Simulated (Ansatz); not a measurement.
# FH₂MoNS₂: up Jacob's ladder to CCSD(T)

One table from this session's results is given with a row withheld; the runs are named, their logs left out.

Method: functionals in def2-TZVPP, the program's frozen cores in correlated methods; program: Ansatz 0.2.0, Gaussian basis.

Plan: LDA (SPW92), PBE-D4, revPBE-D4, BLYP-D4, r2SCAN-D4, B97M-V, PBE0-D4, B3LYP-D4, r2SCANh-D4, r2SCAN0-D4, HSE06-D4, BHLYP-D4, CAM-B3LYP-D4, LC-ωPBE, ωB97X-V, ωB97M-V, B2PLYP, PBE-QIDH; CCSD(T)/def2-SVP; CCSD(T)/def2-TZVPP; MP2/def2-QZVPP; extrapolation to the limit; RPA on PBE.

## The relaxed structure

The geometry comes from an earlier relaxation with PBE0-D4 in a triple-zeta def2 set; it is a stationary point, not always the lowest conformer. Mo takes the def2 core potential; no spin-orbit term is included.

7 atoms, charge 0, spin multiplicity 1.

Atoms are counted from 1 here; the program's logs count them from 0.

Bond lengths: N1–Mo2 1.898 Å, N1–H6 1.010 Å, N1–H7 1.010 Å, Mo2–F3 1.846 Å, Mo2–S4 2.096 Å, Mo2–S5 2.096 Å. Angles: Mo2–N1–H6 123.4°, Mo2–N1–H7 123.4°, H6–N1–H7 112.2°, N1–Mo2–F3 110.4°, N1–Mo2–S4 107.5°, N1–Mo2–S5 107.5°, F3–Mo2–S4 110.4°, F3–Mo2–S5 110.4°, S4–Mo2–S5 110.5°.

Set-up of the first run:

File in.yaml:

```yaml
crystal:
  periodic: [false, false, false]
  atoms:
    - {symbol: N, position_ang: [-0.649520, 0.875156, 0.467330]}
    - {symbol: Mo, position_ang: [0.422965, -0.550273, -0.181456]}
    - {symbol: F, position_ang: [1.261559, -1.414224, 1.217372]}
    - {symbol: S, position_ang: [-0.839040, -1.874621, -1.205484]}
    - {symbol: S, position_ang: [1.842236, 0.271203, -1.487609]}
    - {symbol: H, position_ang: [-1.640657, 0.790383, 0.640750]}
    - {symbol: H, position_ang: [-0.336140, 1.834376, 0.503498]}
basis:
  gaussian: {orbitals: def2-TZVPP}
hamiltonian: {xc: lda}
output: {orbitals: {seedname: orbitals}}
```

On the command line:

```console
ansatz run in.yaml --threads 4 --pin off --events-out ev --progress --plain --max-ram 10444MiB
```

Steps of the session up to this table: LDA; PBE-D4 (GGA); revPBE-D4 (GGA); BLYP-D4 (GGA); r2SCAN-D4 (meta-GGA); B97M-V (meta-GGA); PBE0-D4 (hybrid); B3LYP-D4 (hybrid); r2SCANh-D4 (hybrid); r2SCAN0-D4 (hybrid); HSE06-D4 (hybrid); BHLYP-D4 (hybrid); CAM-B3LYP-D4 (range-separated); LC-ωPBE (range-separated); ωB97X-V (range-separated); ωB97M-V (range-separated); B2PLYP (double hybrid); PBE-QIDH (double hybrid).

One of the session's tables, all rows but one given; the rest of the session is left out.

It belongs to the step «Frontier levels by functional». 

| functional | HOMO (eV) | LUMO (eV) | gap (eV) |
| --- | --- | --- | --- |
| LDA (SPW92) | -6.47 | -4.04 | 2.43 |
| PBE-D4 | ? | ? | ? |
| revPBE-D4 | -6.26 | -3.82 | 2.44 |
| BLYP-D4 | -6.14 | -3.73 | 2.41 |
| r2SCAN-D4 | -6.59 | -3.91 | 2.69 |
| B97M-V | -6.64 | -3.85 | 2.79 |
| PBE0-D4 | -7.44 | -3.27 | 4.17 |
| B3LYP-D4 | -7.20 | -3.42 | 3.78 |
| r2SCANh-D4 | -7.00 | -3.66 | 3.34 |
| r2SCAN0-D4 | -7.62 | -3.29 | 4.33 |
| HSE06-D4 | -7.05 | -3.64 | 3.41 |
| BHLYP-D4 | -8.39 | -2.49 | 5.91 |
| CAM-B3LYP-D4 | -8.61 | -2.25 | 6.36 |
| LC-ωPBE | -9.90 | -1.31 | 8.59 |
| ωB97X-V | -9.57 | -1.31 | 8.26 |
| ωB97M-V | -9.40 | -1.29 | 8.11 |

Estimate the missing values for PBE-D4.

**Answer.** HOMO (eV): -6.32; LUMO (eV): -3.88; gap (eV): 2.44. In the column «HOMO (eV)» it lies between LDA (SPW92) (-6.47) and revPBE-D4 (-6.26).
